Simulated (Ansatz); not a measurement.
Geometry optimisation, Ansatz 0.2.0, DFT PBE, scalar-relativistic, plane waves, PAW.

Input file:

```yaml
crystal:
  lattice:
    - [-2.457, 4.255649, 5.406]
    - [4.914, 0.0, 5.406]
    - [4.914, 8.511298, 0.0]
  atoms:
    - { symbol: Si, position: [0.9312185, 0.4072357, 0.0283077] }
    - { symbol: Si, position: [0.5594902, 0.1051336, 0.9481111] }
    - { symbol: Si, position: [0.0018418, 0.0009938, 0.2651632] }
    - { symbol: O, position: [0.037207, 0.1784995, 0.1190927] }
    - { symbol: O, position: [0.9825654, 0.5723448, 0.0854068] }
    - { symbol: O, position: [0.3119555, 0.5621888, 0.1378323] }
    - { symbol: O, position: [0.454874, 0.3281767, 0.9756595] }
    - { symbol: O, position: [0.5159259, 0.9362238, 0.1158671] }
    - { symbol: O, position: [0.1871578, 0.9256516, 0.329314] }
    - { symbol: Si, position: [0.9334183, 0.406459, 0.5286134] }
    - { symbol: Si, position: [0.5681905, 0.102833, 0.4493923] }
    - { symbol: Si, position: [-0.0068626, 0.0014888, 0.7653505] }
    - { symbol: O, position: [0.0347469, 0.1824133, 0.6169765] }
    - { symbol: O, position: [0.9815659, 0.5689499, 0.5844208] }
    - { symbol: O, position: [0.3095742, 0.5847512, 0.6342753] }
    - { symbol: O, position: [0.4709425, 0.3111949, 0.4740484] }
    - { symbol: O, position: [0.5230618, 0.9276775, 0.6092752] }
    - { symbol: O, position: [0.1998922, 0.9328653, 0.8270715] }
    - { symbol: Si, position: [0.4261166, 0.9013157, 0.2895098] }
    - { symbol: Si, position: [0.06517, 0.5992207, 0.2008777] }
    - { symbol: Si, position: [0.4970942, 0.4941082, 0.5113968] }
    - { symbol: O, position: [0.5328337, 0.6803014, 0.3703333] }
    - { symbol: O, position: [0.4799383, 0.0685036, 0.3301801] }
    - { symbol: O, position: [0.9581232, 0.8174487, 0.2248375] }
    - { symbol: O, position: [0.0173554, 0.4307705, 0.3615137] }
    - { symbol: O, position: [0.689981, 0.4183476, 0.5809639] }
    - { symbol: Si, position: [0.4245076, 0.9032378, 0.7840366] }
    - { symbol: Si, position: [0.0727687, 0.5949482, 0.7063499] }
    - { symbol: Si, position: [0.5016229, 0.5059931, 0.0151892] }
    - { symbol: O, position: [0.5294251, 0.678373, 0.8683539] }
    - { symbol: O, position: [0.4824334, 0.0664388, 0.8335162] }
    - { symbol: O, position: [0.8034836, 0.0772463, 0.8873387] }
    - { symbol: O, position: [0.9692556, 0.8139434, 0.7251091] }
    - { symbol: O, position: [0.0132455, 0.4335555, 0.8554296] }
    - { symbol: O, position: [0.6924982, 0.4217832, 0.0823309] }
basis:
  ecutwfc: 420.0
kpoints:
  mp_grid: { grid: [2, 2, 2] }
hamiltonian:
  xc: pbe
  pseudopotentials: { kind: paw, azcp: { folder: soft_1 } }
scf:
  occupations: { method: gaussian, width: 0.02 }
  lower_state_search: "off"
relax:
  f_tol: 0.03
  max_steps: 60
  adjacent_minimum: "off"
output:
  write_density: true
  write_potential: true
  elf: true
  volumetric_format: npy
```

Run as:

```bash
$ ansatz run input.yaml --threads 4 --pin off --max-ram 10240MiB --backend cpu --events-out ev --progress --plain --runs-dir out
```

**Question.** Where does it end, and by what steps?

**Answer.** The run converged. Limits of this set-up: no spin, though dangling bonds at a vacancy may carry it, a small cell, in which the defect meets its images, a typed lattice constant that wasn't relaxed here. After 6 steps the energy has fallen by 3.131 eV; Si11 moved furthest, 0.31 Å. Joined: Si3–Si11 (3.07 → 2.46 Å).

```json
{"step": "0", "energy less start (eV)": "0.0000", "largest force component (eV/Å)": "6.292", "accepted": "yes"}
{"step": "1", "energy less start (eV)": "-1.9906", "largest force component (eV/Å)": "3.268", "accepted": "yes"}
{"step": "2", "energy less start (eV)": "-3.0571", "largest force component (eV/Å)": "0.403", "accepted": "yes"}
{"step": "3", "energy less start (eV)": "-3.1044", "largest force component (eV/Å)": "0.424", "accepted": "yes"}
{"step": "4", "energy less start (eV)": "-3.1299", "largest force component (eV/Å)": "0.098", "accepted": "yes"}
{"step": "5", "energy less start (eV)": "-3.1308", "largest force component (eV/Å)": "0.080", "accepted": "yes"}
{"step": "6", "energy less start (eV)": "-3.1311", "largest force component (eV/Å)": "0.008", "accepted": "yes"}
```

```xyz
35
Lattice="-2.4570 4.2556 5.4060 4.9140 0.0000 5.4060 4.9140 8.5113 0.0000" Properties=species:S:1:pos:R:3
Si -0.081 4.242 7.147
Si 3.767 10.515 3.589
Si 1.538 2.262 -0.181
O 1.523 1.170 1.045
O 0.836 4.800 8.372
O 2.829 2.394 4.800
O 5.221 10.231 4.255
O 3.955 2.999 7.719
O 5.959 3.650 5.975
Si 2.294 8.506 7.243
Si 1.039 6.274 3.762
Si 3.752 6.552 -0.013
O 3.846 5.359 1.086
O 3.146 9.141 8.465
O 5.120 6.889 4.658
O 2.511 6.112 4.447
O 6.083 7.431 8.004
O 8.078 7.854 6.160
Si 4.912 4.183 7.126
Si 3.803 1.958 3.580
Si 3.736 6.528 5.425
O 3.939 5.295 6.457
O 0.788 4.848 2.983
O 2.863 6.054 9.536
O 3.760 3.090 2.404
O 3.358 7.897 6.195
Si 7.120 8.484 7.318
Si 6.174 6.314 3.569
Si 1.340 2.210 5.410
O 6.227 9.648 6.628
O 3.166 9.095 3.075
O 2.740 11.140 4.707
O 5.178 10.330 9.635
O 6.280 7.361 2.324
O 0.895 3.649 5.998
```

Whether the end is a true minimum wasn't checked by a vibrational analysis.

Run time: 49 s on 4 threads of Intel(R) Xeon(R) Platinum 8175M CPU @ 2.50GHz (Skylake/Cascade Lake) (shared host), peak memory 1.6 GiB.
